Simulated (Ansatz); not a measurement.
Wanted: the native input for an Ansatz 0.2.0 run.

```yaml
Task: single point
Functional: PBE
Potentials_or_basis: PseudoDojo standard (PBE files)
Cutoff: 1333 eV
Density_cutoff: 5333 eV
k_mesh: 11 × 11 × 2
Occupations: fermi-dirac, width 0.05 eV
Spin: collinear spin, ferromagnetic start
Starting_moments: "[1.0, 1.0, 1.0, 1.0, 0.0, 0.0, 0.6, 0.6, 0.0, 0.0] μB"
```

Crystal: NiMoIrPdW.

```
Ni Mo Pd Ir W
1.0
     2.77046    0.00000    0.00000
    -1.38523    2.39928    0.00000
     0.00000    0.00000   21.88122
Ni Mo Pd Ir W
2 2 2 2 2
Direct
  0.33333 0.66667 0.04433
  0.66667 0.33333 0.95562
  0.66667 0.33333 0.34270
  0.66667 0.33333 0.76320
  0.33333 0.66667 0.44768
  0.33333 0.66667 0.65723
  0.33333 0.66667 0.23988
  0.33333 0.66667 0.86050
  0.66667 0.33333 0.13646
  0.66667 0.33333 0.55240
```

The cell was built by a generator and needn't be a form met in nature.

The input as run:

input.yaml

```yaml
crystal:
  lattice:
    - [2.77046, 0.0, 0.0]
    - [-1.38523, 2.39928, 0.0]
    - [0.0, 0.0, 21.88122]
  atoms:
    - { symbol: Ni, position: [0.33333, 0.66667, 0.04433], spin: 1.0 }
    - { symbol: Ni, position: [0.66667, 0.33333, 0.95562], spin: 1.0 }
    - { symbol: Mo, position: [0.66667, 0.33333, 0.3427], spin: 1.0 }
    - { symbol: Mo, position: [0.66667, 0.33333, 0.7632], spin: 1.0 }
    - { symbol: Pd, position: [0.33333, 0.66667, 0.44768] }
    - { symbol: Pd, position: [0.33333, 0.66667, 0.65723] }
    - { symbol: Ir, position: [0.33333, 0.66667, 0.23988], spin: 0.6 }
    - { symbol: Ir, position: [0.33333, 0.66667, 0.8605], spin: 0.6 }
    - { symbol: W, position: [0.66667, 0.33333, 0.13646] }
    - { symbol: W, position: [0.66667, 0.33333, 0.5524] }
hamiltonian:
  xc: pbe
  pseudopotentials: { kind: nc, accuracy: standard }
magnetization:
  spin_polarized: true
kpoints:
  mp_grid: { grid: [11, 11, 2] }
scf:
  occupations: { method: fermi_dirac, width: 0.05 }
output:
  forces: true
  stress: true
  eigenvalues: true
```

Potentials or basis: PseudoDojo standard (PBE files).

The run is started by

```console
$ ansatz run input.yaml --threads 8 --pin off --max-ram 20480MiB --backend cpu --events-out ev --progress --plain --runs-dir out
```

It gave:

- Pressure: -0.1 GPa
- Largest force: 0.161 eV/Å
- Band gap on the k mesh: none (metal or under the smearing width)
- Net moment: 0.00 μB per cell
- Absolute moment: 0.00 μB per cell

Caveat: the starting moments weren't kept.

It took 100 s on 8 threads of Intel(R) Xeon(R) 6975P-C (Granite Rapids) (shared host), peak memory 4.6 GiB.
